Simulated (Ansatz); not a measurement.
# AlCl2F (SMILES [F][Al]([Cl])[Cl]): levels of theory compared

Aim: a comparison of 6 runs (BHLYP/STO-3G, BLYP/STO-3G, UPBE0/STO-3G, CCSDT/STO-3G, CCSDTQ/STO-3G, UCCSD(T)/STO-3G) of AlCl2F. 

The results are computed with Ansatz 0.2.0.

61 further runs of the same task are left out: 5 that didn't finish, 56 set aside as unsound or not needed.

## (1) The system as given

AlCl2F has 4 atoms, charge 0, and is taken as a singlet. SMILES: `[F][Al]([Cl])[Cl]`. The Al2–F1 distance was set to 2.041 Å, away from the relaxed value.

Bond lengths: F1–Al2 2.041 Å, Al2–Cl3 2.065 Å, Al2–Cl4 2.065 Å. Angles: F1–Al2–Cl3 119.2°, F1–Al2–Cl4 119.2°, Cl3–Al2–Cl4 121.5°.

## (2) A single-point energy at BHLYP/STO-3G (run 1)

in.yaml

```yaml
crystal:
  periodic: [false, false, false]
  atoms:
    - {symbol: F, position_ang: [0.108077, 0.479901, 2.079574]}
    - {symbol: Al, position_ang: [0.004800, 0.021530, 0.093600]}
    - {symbol: Cl, position_ang: [1.223040, -1.463690, -0.663450]}
    - {symbol: Cl, position_ang: [-1.315270, 1.053930, -1.112510]}
basis:
  gaussian:
    orbitals: STO-3G
hamiltonian:
  xc: {name: BHLYP}
accuracy: high
```

On the command line:

```bash
$ ansatz run in.yaml --threads 1 --pin off --max-ram 3480MiB --events-out events.jsonl --progress --plain --runs-dir runs
```

Standard output:

```text
Warning: RAYON_NUM_THREADS=1 ignored (pool sized by the plan → 1); use --threads N
Functional definition: BHLYP
  name "BHLYP"
  parameter a = 0.5
  exchange = (1 - a)*b88_x + a*exact_x
  correlation = lyp_c
590 factors; integrals over basis functions are off by at most 2.9e-8 eV
mean field evaluation 1: about -33966.0196 eV, gradient 3.3e1 eV
mean field evaluation 2: about -33951.0741 eV, gradient 8.5e1 eV
mean field evaluation 4: about -33971.5245 eV, gradient 2.1e0 eV
mean field evaluation 8: about -33971.5498 eV, gradient 3.0e-2 eV
mean field evaluation 16: about -33971.5498 eV, gradient 3.6e-7 eV
mean field -33971.54983259 eV, -1248.4314296040 hartree, gradient 6.2e-8 eV, S^2 0.000000; 0 other end points of the search recorded, 0 dependent functions left out
reference -33971.54985148 eV, -1248.4314302983 hartree; 28, 28 occupied and 4, 4 virtual orbitals, 590 factors
Total energy: -33971.54985148 eV, -1248.4314302983 hartree
```

Run time: 1.9 s. Hardware: 1 thread of Arm Neoverse V1, shared host; peak memory 0.12 GiB.

## (3) A single-point energy at BLYP/STO-3G (run 2)

molecule.yaml

```yaml
basis:
  gaussian:
    orbitals: STO-3G
crystal:
  periodic: [false, false, false]
  atoms:
    - {symbol: F, position_ang: [0.108077, 0.479901, 2.079574]}
    - {symbol: Al, position_ang: [0.004800, 0.021530, 0.093600]}
    - {symbol: Cl, position_ang: [1.223040, -1.463690, -0.663450]}
    - {symbol: Cl, position_ang: [-1.315270, 1.053930, -1.112510]}
hamiltonian:
  xc: {name: BLYP}
accuracy: high
```

On the command line:

```bash
$ ansatz run molecule.yaml --threads 1 --pin off --max-ram 3480MiB --events-out events.jsonl --progress --plain --runs-dir runs
```

Standard output:

```text
Warning: RAYON_NUM_THREADS=1 ignored (pool sized by the plan → 1); use --threads N
Functional definition: BLYP
  name "BLYP"
  parameter beta = 0.0042
  parameter a = 0.04918
  parameter b = 0.132
  parameter c = 0.2533
  parameter d = 0.349
  exchange = b88_x(beta = beta)
  correlation = lyp_c(a = a, b = b, c = c, d = d)
590 factors; integrals over basis functions are off by at most 2.9e-8 eV
mean field evaluation 1: about -33960.5973 eV, gradient 3.7e1 eV
mean field evaluation 2: about -33748.2906 eV, gradient 2.1e2 eV
mean field evaluation 4: about -33964.0520 eV, gradient 2.8e1 eV
mean field evaluation 8: about -33966.7714 eV, gradient 1.4e-1 eV
mean field evaluation 16: about -33966.7715 eV, gradient 2.9e-6 eV
mean field -33966.77154511 eV, -1248.2558307780 hartree, gradient 1.2e-8 eV, S^2 0.000000; 0 other end points of the search recorded, 0 dependent functions left out
reference -33966.77158266 eV, -1248.2558321579 hartree; 28, 28 occupied and 4, 4 virtual orbitals, 590 factors
Total energy: -33966.77158266 eV, -1248.2558321579 hartree
```

Run time: 1.8 s. Hardware: 1 thread of Arm Neoverse V1, shared host; peak memory 0.11 GiB.

Runs 3 to 5 aren't shown in full; the table further down has their settings and results.

## (4) A single-point energy at UCCSD(T)/STO-3G (run 6)

Edit in.yaml of step 2 so:

```diff
@@ -10,4 +10,10 @@
     orbitals: STO-3G
-hamiltonian:
-  xc: {name: BHLYP}
+magnetization:
+  spin_polarized: true
+  initial_magnetization: 0
+correlation:
+  method: ccsd_t
+  frozen_orbitals: {Al: 5, Cl: 5, F: 1}
 accuracy: high
+scf:
+  omitted_lower_state_checks: [cluster_reference, increment]
```

On the command line:

```bash
$ ansatz run in.yaml --threads 1 --pin off --max-ram 3480MiB --events-out events.jsonl --progress --plain --runs-dir runs
```

Standard output, cut to the lines that bear on the results:

```text
Warning: RAYON_NUM_THREADS=1 ignored (pool sized by the plan → 1); use --threads N
Functional definition: HF
  name "HF"
[...]
590 factors; integrals over basis functions are off by at most 2.9e-8 eV
[...]
mean field -33915.07814215 eV, -1246.3561332585 hartree, gradient 2.7e-8 eV, S^2 0.230244; 2 other end points of the search recorded, 0 dependent functions left out
16 core orbitals not correlated: weight in the atoms' cores, before any rotation towards them, 0.999 or more for the frozen orbitals, at most 0.000 for the correlated occupied ones
reference -33915.07814215 eV, -1246.3561332585 hartree; 12, 12 occupied and 4, 4 virtual orbitals, 590 factors
second order -1.15594196 eV of doubles, -0.00000000 eV of singles
cycle   1  -1.41968986 eV  change   -2.6e-1 eV  update   8.4e-2
[...]
cycle  26  -2.05006032 eV  change   -1.2e-9 eV  update  7.9e-10
perturbative correction -0.07535742 eV, -0.0027693341 hartree
Total energy: -33917.20355989 eV, -1246.4342409197 hartree
Checks for a lower state left out: cluster_reference, increment
```

Wall time 0.97 s (1 thread of Arm Neoverse V1, shared host); peak memory 0.099 GiB.

## (5) Overview of the runs

| run | level | frozen core orbitals | energy (Eh) | wall time |
| --- | --- | --- | --- | --- |
| 1 | BHLYP/STO-3G | – | -1248.431430 | 1.9 s |
| 2 | BLYP/STO-3G | – | -1248.255832 | 1.8 s |
| 3 | UPBE0/STO-3G | – | -1247.959827 | 3.3 s |
| 4 | CCSDT/STO-3G | 16 | -1246.435753 | 0.8 s |
| 5 | CCSDTQ/STO-3G | 16 | -1246.435799 | 24 s |
| 6 | UCCSD(T)/STO-3G | 16 | -1246.434241 | 0.97 s |

## (6) What came out

```
                                           quantity           value
                                run 6: total energy  -1246.43424 Eh
run 6: correlation energy (16 core orbitals frozen)       -78.1 mEh
                              run 6: (T) correction       -2.77 mEh
           run 6: ⟨S²⟩ of the reference determinant           0.230
                               run 6: T1 diagnostic           0.041
```

**Reading.** Totals of different functionals can't be ranked against each other. In runs 4, 5 the log says that unrestricted orbitals would lower the reference, so the values rest on an unstable closed-shell determinant (other closed-shell runs at this shape may share the fault). In runs 1, 2, 3, 4, 5, 6 the basis is minimal, so the values are rough. Spin contamination of the reference: run 6 ⟨S²⟩ = 0.23. All runs together took 33 s, the longest 24 s.
